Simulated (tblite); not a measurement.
# C3H11PSi: the cost of one run

Programs: tblite 0.8.0 and PySCF 2.14.0. All values are calculated, for the isolated system unless a continuum is named. Atoms count from 0, parts from 1.

### 1 Starting point

16 atoms, charge 0, multiplicity 1; geometry: distance geometry start.

### 2 Geometry optimisation with GFN2-xTB

The job: settings as JSON, then the geometry in Å.

```
{"job": {"kind": "relax", "xc": "GFN2-xTB", "basis": "xTB"}, "charge": 0, "multiplicity": 1}
C     -0.409954    -1.180508     1.184908
Si     0.057005     0.141537    -0.079266
C     -1.102718    -0.007935    -1.505128
C      1.859070    -0.236014    -0.498068
P     -0.144229     2.125444     0.830398
H     -1.517723    -1.028551     1.397261
H     -0.239201    -2.175252     0.682915
H      0.221288    -1.029926     2.058683
H     -1.858122    -0.780935    -1.223430
H     -1.622286     0.949877    -1.629752
H     -0.630781    -0.364143    -2.442222
H      2.079396    -1.351317    -0.424807
H      2.159802     0.155858    -1.470629
H      2.456396     0.217453     0.273177
H     -1.518255     2.536316     0.587900
H      0.185499     2.068515     2.235030
```

Level: GFN2-xTB geometry optimisation, gas phase.

Launch:

```sh
OMP_NUM_THREADS=1 python cluster_run.py task.json out
```

This one command runs all jobs of the session in turn.

**Question.** How long does this first job take on 1 thread of Arm Neoverse V1, shared host?

About 2.5 s.
